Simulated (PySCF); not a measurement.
# C2H6O2W (WO2Me2): the cost of one run

Programs: PySCF 2.14.0, with routines of our own; each step states its level. All values are computed. Atoms count from 0.

## (1) The starting structure

11 atoms, charge 0, multiplicity 1; geometry from: GFN2-xTB.

## (2) Geometry optimisation at PBE0-D3(BJ)/def2-SVP

Job settings and geometry (Å):

```
{"job": {"xc": "PBE0", "basis": "def2-SVP", "d3": "d3bj", "grid": 1, "maxiter": 30, "shake": 0.03, "kind": "geom"}, "charge": 0, "multiplicity": 1}
W      0.871770    -0.072270     0.578660
O      0.640400    -0.006250     2.238290
O      2.269200    -0.007690    -0.189350
C     -0.206810     1.752100    -0.231400
H      0.052160     2.703070     0.107110
H     -1.391680     1.740460     0.051050
H     -0.253360     1.816480    -1.325200
C     -0.258170    -1.730330    -0.220130
H     -0.433310    -1.706620    -1.249310
H     -1.335770    -1.843450     0.241120
H      0.143630    -2.731010     0.030050
```

Command:

```console
$ OMP_NUM_THREADS=1 python heavy_run.py task.json out
```

One launch serves the whole session: the jobs run in the order shown.

Q: Estimate the wall time and peak memory of this first job on 1 thread of Arm Neoverse V1, shared host.

About 70 s, with a peak of 0.47 GiB.
